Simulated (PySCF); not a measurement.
**H7N2PSi: electronic excitations and core binding energies**

Aim: predict the electronic excitations and core binding energies of H7N2PSi (`N[SiH](N)P`).

Programs: PySCF 2.14.0, with density-fitted response routines of our own. Each step states its level of theory. These are calculated values for one molecule in the gas phase, unless marked as measured. Atoms count from 0, in the outputs and in this text.

## 1. The molecule as given

11 atoms, charge 0, multiplicity 1; geometry from: GFN2-xTB.

Bonds of the start (Å): N0–Si1 1.73, Si1–N2 1.72, Si1–P3 2.26, N0–H4 1.01, N0–H5 1.01, Si1–H6 1.47, N2–H7 1.01, N2–H8 1.01, P3–H9 1.38, P3–H10 1.38.

## 2. Ultraviolet spectrum: PBE0/def2-SVPD

The job: settings as JSON, then the geometry in Å.

```
{"job": {"kind": "uv", "xc": "PBE0", "basis": "def2-SVPD", "nstates": 8, "ntriplets": 3}, "charge": 0, "multiplicity": 1}
N     -0.016781     1.346754     0.886146
Si    -0.365824     0.183157    -0.342689
N     -1.266119    -1.026702     0.488148
P      1.322267    -0.974673    -1.305686
H      0.237234     1.003021     1.798933
H      0.551059     2.144235     0.650790
H     -1.023167     0.957613    -1.404289
H     -1.411871    -1.909010     0.025036
H     -2.101734    -0.745176     0.974190
H      2.032168     0.158801    -1.655807
H      2.048191    -1.135350    -0.140736
```

Method: TDDFT PBE0/def2-SVPD, vertical, gas phase, core orbitals frozen in the response.

Launch:

```bash
> OMP_NUM_THREADS=1 python probes_run.py task.json out
```

One launch serves the whole session: the jobs run in the order shown.

The log of the run:

```text
coarse grid: 9712 points
cycle   1  E = -743.8353820968  dE =  1.873e-01  |g| = 5.223e-01  |ddm| = 3.939e+00
cycle   2  E = -743.7772419182  dE =  5.814e-02  |g| = 7.271e-01  |ddm| = 1.853e+00
cycle   3  E = -743.8962381892  dE = -1.190e-01  |g| = 4.689e-02  |ddm| = 9.939e-01
cycle   4  E = -743.8968663612  dE = -6.282e-04  |g| = 1.499e-02  |ddm| = 1.188e-01
cycle   5  E = -743.8969423353  dE = -7.597e-05  |g| = 3.137e-03  |ddm| = 4.193e-02
cycle   6  E = -743.8969450344  dE = -2.699e-06  |g| = 1.325e-03  |ddm| = 6.691e-03
final grid: 83440 points
cycle   7  E = -743.9740403957  dE = -1.160e-05  |g| = 7.556e-03  |ddm| = 6.498e-02
cycle   8  E = -743.9740261159  dE =  1.428e-05  |g| = 1.103e-02  |ddm| = 2.193e-02
cycle   9  E = -743.9740533065  dE = -2.719e-05  |g| = 2.413e-04  |ddm| = 1.363e-02
cycle  10  E = -743.9740533229  dE = -1.637e-08  |g| = 7.193e-05  |ddm| = 7.033e-04
cycle  11  E = -743.9740533246  dE = -1.706e-09  |g| = 2.011e-05  |ddm| = 2.006e-04
cycle  12  E = -743.9740533247  dE = -1.389e-10  |g| = 4.010e-06  |ddm| = 3.945e-05
converged SCF energy = -743.9740533247

Static polarisability (au): isotropic 71.486, principal 63.014 67.540 83.904

Singlet excitations
state   eV       nm        f      main configurations
  1   5.8451    212.1   0.00339   H->L 0.92
  2   6.2731    197.6   0.05213   H->L+2 0.61, H->L+1 0.33
  3   6.3314    195.8   0.02282   H->L+1 0.56, H->L+2 0.31
  4   6.6616    186.1   0.00972   H-1->L 0.90
  5   6.9526    178.3   0.02188   H->L+4 0.90
  6   7.0114    176.8   0.25709   H->L+3 0.86
  7   7.3238    169.3   0.02825   H-1->L+1 0.83
  8   7.4441    166.6   0.00434   H-1->L+2 0.92

Triplet excitations (Tamm-Dancoff, eV): 5.3931 5.5346 5.8946
```

Run time: 17 s. Hardware: 1 thread of Intel Xeon Platinum 8488C, shared host; peak memory 0.6 GiB.

Frontier orbitals and where they lie:

```
orbital     eV                        atoms
 HOMO−3  -9.26   P3 27 %, Si1 21 %, N0 15 %
 HOMO−2  -8.32   P3 38 %, N0 26 %, Si1 14 %
 HOMO−1  -7.68   N2 60 %, Si1 12 %, N0 10 %
   HOMO  -6.71    P3 45 %, N0 27 %, Si1 9 %
   LUMO   0.31    Si1 30 %, P3 17 %, N2 9 %
 LUMO+1   0.77   Si1 23 %, P3 16 %, N0 14 %
 LUMO+2   0.88  P3 46 %, H10 22 %, Si1 17 %
```

With each of the 8 states as a Gaussian band of 0.4 eV half-width at 1/e, the curve within the window shown has maxima at 177 nm (ε 12,000) L/(mol cm). Beyond the last state computed it falls off for lack of states. The curve at chosen wavelengths:

(nm, ε (L/mol/cm)): (160, 861), (163, 2101), (166, 4254), (169, 7171), (172, 10098), (175, 11964), (178, 12089), (181, 10661), (184, 8518), (187, 6535), (190, 5155), (193, 4346), (196, 3839), (200, 3212), (203, 2655), (206, 2059), (209, 1498), (212, 1030), (215, 676), (218, 428), (221, 264), (224, 160), (227, 96), (230, 57), (233, 33), (236, 19)

Leading natural transition orbitals of singlet state 6: the hole lies on P3 44 %; N0 25 %; the particle on P3 22 %; H6, H9, H10 about 14 % each; Si1 15 %.

Leading natural transition orbitals of singlet state 1: the hole lies on P3 42 %; N0 24 %; Si1 7 %; the particle on H7, H9 about 15 % each; P3 15 %; H8 12 %.

Further results of this job:

```
           property  computed
  dipole moment (D)      1.19
polarisability (Å³)     10.59
 HOMO–LUMO gap (eV)      7.02
      −ε(HOMO) (eV)      6.71
```

The fields below are evaluated on a grid from the run's orbitals.

Frontier orbitals at PBE0/def2-SVPD, with the share of their density that lies nearest to each atom:

```
orbital  energy (eV)                                   lies on
   HOMO        -6.71                 P3 43 %; N0 26 %; Si1 7 %
   LUMO         0.31  H7 20 %; H8 16 %; H6, H9 about 11 % each
```

ELF in a plane through or near 6 of the atoms.

Ten even steps from ' ' (0.00) to '@' (1.00):
```
                                                        
                                                        
                                                        
                      ::......::::                      
                  --++++====##@@%%**..                  
                ..++########@@@@@@##::                  
                ::**##%%++--**%%##==..                  
                  ::++##++..####==..                    
            ....      --##%%%%##--      ..::..          
          ==%%%%**::::::..  ..==--::..--####**--        
        ==%%@@@@@@****%%--  ::##%%++==##@@@@%%**        
        ::**@@@@%%::::##**--**%%%%::..++%%%%##==        
            ..::**%%%%**....==##::####..++++::..        
              ::%%@@@@##    --**==::--::##++::..        
              --%%@@@@**    --##@@@@@@@@%%##==..        
                ==**++      --**%%@@@@@@%%##--          
                              ::**%%%%##++::            
                                  ..::..                
                                                        
                                                        
```
The map spans 10.3 Å across and 9.7 Å up, centred on the molecule. Atoms in the plane (x, y in Å): N0 (-0.2, 1.6), N2 (-1.5, -0.8), P3 (1.6, -1.4), H5 (0.5, 2.2), H7 (-1.6, -1.8), H8 (-2.4, -0.4).

On the surface of density 0.002 e/bohr³ the electrostatic potential runs, from the 1st to the 99th percentile, from -1.11 V near N0 to 1.57 V near H5.

## 3. X-ray photoelectron lines: SCAN, X2C

Same as in step 2 but for these lines:

```diff
@@ -1,2 +1,2 @@
-{"job": {"kind": "uv", "xc": "PBE0", "basis": "def2-SVPD", "nstates": 8, "ntriplets": 3}, "charge": 0, "multiplicity": 1}
+{"job": {"kind": "xps"}, "charge": 0, "multiplicity": 1}
 N     -0.016781     1.346754     0.886146
```

Level: delta-SCF UKS SCAN, pcX-2 on the ionised atom, pcseg-1 elsewhere, spin-free X2C.

The log of the run:

```text
ground state, core basis on atom 0 (N), 130 functions
  cycle   1  E = -745.81007305  |g| = 6.59e-01
  cycle   2  E = -745.65413985  |g| = 1.05e+00
  cycle   3  E = -745.90375411  |g| = 9.43e-02
  cycle   4  E = -745.90625221  |g| = 3.32e-02
  cycle   5  E = -745.90658098  |g| = 1.26e-02
  cycle   6  E = -745.90661514  |g| = 5.78e-03
  cycle   7  E = -745.90662356  |g| = 1.50e-03
  cycle   8  E = -745.90662234  |g| = 3.17e-04
  E(ground) = -745.96521440 Eh
hole in N 1s of atom 0
  cycle   1  E = -730.34287226  |g| = 1.86e+00
  cycle   2  E = -729.53384796  |g| = 2.10e+00
  cycle   3  E = -730.94752827  |g| = 4.35e-01
  cycle   4  E = -731.00091675  |g| = 2.37e-01
  cycle   5  E = -731.04209989  |g| = 5.34e-02
  cycle   6  E = -731.04371368  |g| = 1.46e-02
  cycle   7  E = -731.04382374  |g| = 6.89e-03
  cycle   8  E = -731.04384988  |g| = 2.68e-03
  cycle   9  E = -731.04385356  |g| = 8.33e-04
  cycle  10  E = -731.04385473  |g| = 1.93e-04
  E(ion) = -731.10169450 Eh   <S^2> = 0.7644   hole on atom = 1.000   binding energy = 404.457 eV
ground state, core basis on atom 1 (Si), 141 functions
  cycle   1  E = -745.99466751  |g| = 2.89e-01
  cycle   2  E = -745.99461931  |g| = 5.23e-02
  cycle   3  E = -745.99437348  |g| = 5.25e-02
  cycle   4  E = -745.99498421  |g| = 1.24e-02
  cycle   5  E = -745.99502159  |g| = 1.94e-03
  cycle   6  E = -745.99502123  |g| = 2.09e-04
  E(ground) = -746.01390775 Eh
hole in Si 1s of atom 1
  cycle   1  E = -677.06059772  |g| = 4.35e+00
  cycle   2  E = -676.93845615  |g| = 2.24e+00
  cycle   3  E = -677.51337181  |g| = 9.49e-01
  cycle   4  E = -678.05627655  |g| = 3.16e-01
  cycle   5  E = -678.11406542  |g| = 1.04e-01
  cycle   6  E = -678.11759903  |g| = 6.36e-02
  cycle   7  E = -678.11946508  |g| = 1.23e-02
  cycle   8  E = -678.11954335  |g| = 4.39e-03
  cycle   9  E = -678.11954927  |g| = 2.12e-03
  cycle  10  E = -678.11955199  |g| = 3.47e-04
  E(ion) = -678.14667948 Eh   <S^2> = 0.7522   hole on atom = 1.000   binding energy = 1846.761 eV
hole in Si 2p of atom 1
  cycle   1  E = -741.72386009  |g| = 1.24e+00
  cycle   2  E = -741.41042997  |g| = 1.25e+00
  cycle   3  E = -741.96679308  |g| = 3.54e-01
  cycle   4  E = -742.04515068  |g| = 1.03e-01
  cycle   5  E = -742.04943977  |g| = 6.10e-02
  cycle   6  E = -742.05121791  |g| = 1.24e-02
  cycle   7  E = -742.05128963  |g| = 4.02e-03
  cycle   8  E = -742.05129717  |g| = 1.55e-03
  cycle   9  E = -742.05129837  |g| = 4.92e-04
  E(ion) = -742.08179887 Eh   <S^2> = 0.7519   hole on atom = 1.003   binding energy = 106.998 eV
  2p3/2 = 106.805 eV   2p1/2 = 107.429 eV
ground state, core basis on atom 3 (P), 141 functions
  cycle   1  E = -746.00349423  |g| = 3.40e-01
  cycle   2  E = -746.00335316  |g| = 4.37e-02
  cycle   3  E = -746.00298858  |g| = 5.71e-02
  cycle   4  E = -746.00400165  |g| = 5.75e-03
  cycle   5  E = -746.00400423  |g| = 3.35e-03
  cycle   6  E = -746.00400942  |g| = 2.68e-04
  E(ground) = -746.03509664 Eh
hole in P 1s of atom 3
  cycle   1  E = -665.86818110  |g| = 4.72e+00
  cycle   2  E = -663.86554706  |g| = 2.67e+00
  cycle   3  E = -657.90242801  |g| = 2.80e+00
  cycle   4  E = -666.97453765  |g| = 2.95e-01
  cycle   5  E = -666.98923834  |g| = 2.27e-01
  cycle   6  E = -667.01530893  |g| = 8.23e-02
  cycle   7  E = -667.01825057  |g| = 2.80e-02
  cycle   8  E = -667.01860747  |g| = 7.79e-03
  cycle   9  E = -667.01864053  |g| = 1.22e-03
  cycle  10  E = -667.01864106  |g| = 4.98e-04
  E(ion) = -667.05028062 Eh   <S^2> = 0.7519   hole on atom = 1.000   binding energy = 2149.286 eV
hole in P 2p of atom 3
  cycle   1  E = -740.60343721  |g| = 1.38e+00
  cycle   2  E = -738.48806291  |g| = 1.87e+00
  cycle   3  E = -740.48540140  |g| = 9.45e-01
  cycle   4  E = -740.97113169  |g| = 1.64e-01
  cycle   5  E = -740.98992641  |g| = 8.83e-02
  cycle   6  E = -740.99375561  |g| = 2.08e-02
  cycle   7  E = -740.99394236  |g| = 1.18e-02
  cycle   8  E = -740.99400571  |g| = 3.83e-03
  cycle   9  E = -740.99401383  |g| = 1.57e-03
  cycle  10  E = -740.99401552  |g| = 4.01e-04
  E(ion) = -741.03606403 Eh   <S^2> = 0.7536   hole on atom = 1.002   binding energy = 136.031 eV
  2p3/2 = 135.798 eV   2p1/2 = 136.689 eV
```

It took 39 s on 1 thread of Intel Xeon Platinum 8488C, shared host; peak memory 0.45 GiB.

Binding energies by hole, beside the orbital energy of the ground state; the difference holds orbital relaxation and, for a density functional, its self-interaction error:

```
       hole  stands for                   environment  ΔSCF (eV; 2p as the shell's mean)  −ε (eV)   ⟨S²⟩
  N1s on N0      N0, N2    nitrogen bonded to Si, 2 H                             404.46    385.4  0.764
Si1s on Si1         Si1   silicon bonded to 2 N, P, H                            1846.76   1793.6  0.752
Si2p on Si1         Si1   silicon bonded to 2 N, P, H                             107.01     96.3  0.752
  P1s on P3          P3  phosphorus bonded to Si, 2 H                            2149.29   2092.1  0.752
  P2p on P3          P3  phosphorus bonded to Si, 2 H                             136.09    125.1  0.754
```

Each hole run stands for the others of its class of like atoms.

With the spin-orbit splitting: Si1 2p3/2 106.81, 2p1/2 107.43 eV; P3 2p3/2 135.80, 2p1/2 136.69 eV. The table gives each 2p level as the mean over the whole 2p shell (two parts 2p3/2, one part 2p1/2), which differs a little from the single hole in the log.

## 4. Summary of results

| quantity | value |
| --- | --- |
| lowest singlet (PBE0/def2-SVPD) | 5.85 eV (212 nm), f = 0.003 |
| brightest single state of those computed | state 6, 7.01 eV, f = 0.257 |
| lowest triplet | 5.39 eV |
| surface potential, 1st and 99th percentile | -1.11 V and 1.57 V |
| N1s binding energies, SCAN/pcX-2 | N0 404.46 eV |
| Si1s binding energies, SCAN/pcX-2 | Si1 1846.76 eV |
| Si2p binding energies, SCAN/pcX-2 | Si1 107.01 eV |
| P1s binding energies, SCAN/pcX-2 | P3 2149.29 eV |
| P2p binding energies, SCAN/pcX-2 | P3 136.09 eV |

The first singlet state (HOMO→LUMO 0.92) lies at 5.85 eV and is weak; of the 8 states computed, the strongest absorption comes from state 6 at 7.01 eV. The lowest triplet lies 0.45 eV below the lowest singlet (triplets in Tamm-Dancoff, singlets in full TDDFT). States above −ε(HOMO) lie where TDDFT describes them poorly and they hang on the basis; the brightest is among them.
